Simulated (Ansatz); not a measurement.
**revPBE/6-31G(d) (spherical functions) run of Si3NH9 (trisilylamine)**

What is the energy change on altering one bond length of Si3NH9 (trisilylamine) at revPBE/6-31G* (spherical functions)? 

The results are computed with Ansatz 0.2.0.

59 further runs of the same task are left out: 59 set aside as unsound or not needed.

### Step 1. The structure to begin with

The species is Si3NH9 (13 atoms), meant as a singlet with charge 0. As SMILES, `[SiH3]N([SiH3])[SiH3]`. Geometry: relaxed at PBE0-D4/def2-TZVP.

Bond lengths: Si1–N2 1.735 Å, N2–Si3 1.735 Å, N2–Si4 1.735 Å, Si1–H5 1.488 Å, Si1–H6 1.487 Å, Si1–H7 1.487 Å, Si3–H8 1.487 Å, Si3–H9 1.487 Å, Si3–H10 1.488 Å, Si4–H11 1.487 Å, Si4–H12 1.488 Å, Si4–H13 1.487 Å. Some angles: Si1–N2–Si3 120.0°, Si1–N2–Si4 120.0°, Si3–N2–Si4 120.0°, N2–Si1–H5 107.2°, N2–Si1–H6 111.4°, N2–Si1–H7 111.4°, N2–Si3–H8 111.4°, N2–Si3–H9 111.4°, N2–Si3–H10 107.2°, N2–Si4–H11 111.4°.

### Step 2. The energy at revPBE/6-31G(d) (spherical functions)

Contents of input.yaml:

```yaml
crystal:
  periodic: [false, false, false]
  atoms:
    - {symbol: Si, position_ang: [-0.519450, 1.440730, -0.815850]}
    - {symbol: "N", position_ang: [-0.000690, -0.000090, 0.000350]}
    - {symbol: Si, position_ang: [0.784860, 0.112060, 1.543580]}
    - {symbol: Si, position_ang: [-0.265590, -1.552910, -0.727470]}
    - {symbol: H, position_ang: [-1.148110, 1.019270, -2.096710]}
    - {symbol: H, position_ang: [-1.512750, 2.195720, -0.007190]}
    - {symbol: H, position_ang: [0.625850, 2.343510, -1.105390]}
    - {symbol: H, position_ang: [0.020170, -0.607680, 2.596110]}
    - {symbol: H, position_ang: [2.158120, -0.455830, 1.496860]}
    - {symbol: H, position_ang: [0.862760, 1.555850, 1.894200]}
    - {symbol: H, position_ang: [-1.713780, -1.813530, -0.940290]}
    - {symbol: H, position_ang: [0.285610, -2.575110, 0.202450]}
    - {symbol: H, position_ang: [0.422990, -1.661990, -2.040670]}
basis:
  gaussian: {orbitals: 6-31G_st_-spherical.json}
magnetization: {spin_polarized: false, initial_magnetization: 0}
hamiltonian: {xc: {name: revPBE}}
accuracy: high
output: {orbitals: {seedname: orbitals}}
```

The basis set 6-31G* is read from a file made from the Basis Set Exchange's data (not shown).

On the command line:

```console
$ ansatz run input.yaml --threads 1 --pin off --max-ram 3480MiB --events-out events.jsonl --progress --plain --runs-dir runs
```

Standard output:

```text
Warning: RAYON_NUM_THREADS=1 ignored (pool sized by the plan → 1); use --threads N
Functional definition: revPBE
  name "revPBE"
  parameter kappa = 1.245
  parameter beta = 0.06672455060314922
  exchange = pbe_x(kappa = kappa, mu = beta*pi^2/3)
  correlation = pbe_c(beta = beta)
2086 factors; integrals over basis functions are off by at most 3.8e-9 eV
mean field evaluation 1: about -25254.9843 eV, gradient 6.2e1 eV
mean field evaluation 2: about -25220.8249 eV, gradient 1.2e2 eV
mean field evaluation 4: about -25263.1182 eV, gradient 3.4e0 eV
mean field evaluation 8: about -25263.1480 eV, gradient 2.0e-2 eV
mean field evaluation 16: about -25263.1480 eV, gradient 2.2e-6 eV
mean field -25263.14804452 eV, -928.4035666592 hartree, gradient 1.7e-8 eV, S^2 0.000000; 0 other end points of the search recorded, 0 dependent functions left out
reference -25263.14805033 eV, -928.4035668730 hartree; 29, 29 occupied and 57, 57 virtual orbitals, 2086 factors
Total energy: -25263.14805033 eV, -928.4035668730 hartree
```

Wall time 7.8 s (1 thread of Arm Neoverse V2, shared host); peak memory 0.25 GiB.

### Step 3. The distorted shape at the same level

Contents of molecule.yaml:

```yaml
crystal:
  periodic: [false, false, false]
  atoms:
    - {symbol: Si, position_ang: [-0.205140, 1.651447, -0.175461]}
    - {symbol: "N", position_ang: [0.313620, 0.210627, 0.640739]}
    - {symbol: Si, position_ang: [1.099170, 0.322777, 2.183969]}
    - {symbol: Si, position_ang: [0.048720, -1.342193, -0.087081]}
    - {symbol: H, position_ang: [-1.148110, 1.019270, -2.096710]}
    - {symbol: H, position_ang: [-1.198440, 2.406437, 0.633199]}
    - {symbol: H, position_ang: [0.940160, 2.554227, -0.465001]}
    - {symbol: H, position_ang: [0.334480, -0.396963, 3.236499]}
    - {symbol: H, position_ang: [2.472430, -0.245113, 2.137249]}
    - {symbol: H, position_ang: [1.177070, 1.766567, 2.534589]}
    - {symbol: H, position_ang: [-1.399470, -1.602813, -0.299901]}
    - {symbol: H, position_ang: [0.599920, -2.364393, 0.842839]}
    - {symbol: H, position_ang: [0.737300, -1.451273, -1.400281]}
basis:
  gaussian:
    orbitals: 6-31G_st_-spherical.json
hamiltonian:
  xc: {name: revPBE}
accuracy: high
output: {orbitals: {seedname: orbitals}}
```

The basis set 6-31G* is read from a file made from the Basis Set Exchange's data (not shown).

On the command line:

```console
$ ansatz run molecule.yaml --threads 1 --pin off --max-ram 3480MiB --events-out events.jsonl --progress --plain --runs-dir runs
```

Standard output (excerpt; [...] marks lines left out):

```text
Warning: RAYON_NUM_THREADS=1 ignored (pool sized by the plan → 1); use --threads N
[... 6 set-up lines as earlier in the session ...]
2087 factors; integrals over basis functions are off by at most 3.7e-9 eV
mean field evaluation 1: about -25253.1840 eV, gradient 6.3e1 eV
mean field evaluation 2: about -25181.7143 eV, gradient 1.4e2 eV
mean field evaluation 4: about -25260.5375 eV, gradient 1.3e1 eV
mean field evaluation 8: about -25261.3761 eV, gradient 2.1e-1 eV
mean field evaluation 16: about -25261.3626 eV, gradient 3.9e-5 eV
mean field -25261.36256788 eV, -928.3379516031 hartree, gradient 4.6e-8 eV, S^2 0.000000; 0 other end points of the search recorded, 0 dependent functions left out
reference -25261.36257372 eV, -928.3379518177 hartree; 29, 29 occupied and 57, 57 virtual orbitals, 2087 factors
Total energy: -25261.36257372 eV, -928.3379518177 hartree
```

Wall time 7.8 s (1 thread of Arm Neoverse V2, shared host); peak memory 0.25 GiB.

### Step 4. Results

At revPBE/6-31G* (spherical functions):

| quantity | value |
| --- | --- |
| first shape: total energy | -928.40357 Eh |
| first shape: HOMO energy | -6.12 eV |
| first shape: LUMO energy | -0.76 eV |
| first shape: HOMO–LUMO gap | 5.37 eV |
| distorted shape: total energy | -928.33795 Eh |
| distorted shape: HOMO energy | -6.34 eV |
| distorted shape: LUMO energy | -1.93 eV |
| distorted shape: HOMO–LUMO gap | 4.41 eV |
| energy change with the Si1–H5 bond stretched from 1.488 to 2.232 Å | 1.785 eV |

**Reading.** With the Si1–H5 bond stretched from 1.488 to 2.232 Å the energy rises by 1.79 eV (41 kcal/mol). The first shape isn't relaxed at this level, so the change isn't measured from a minimum.
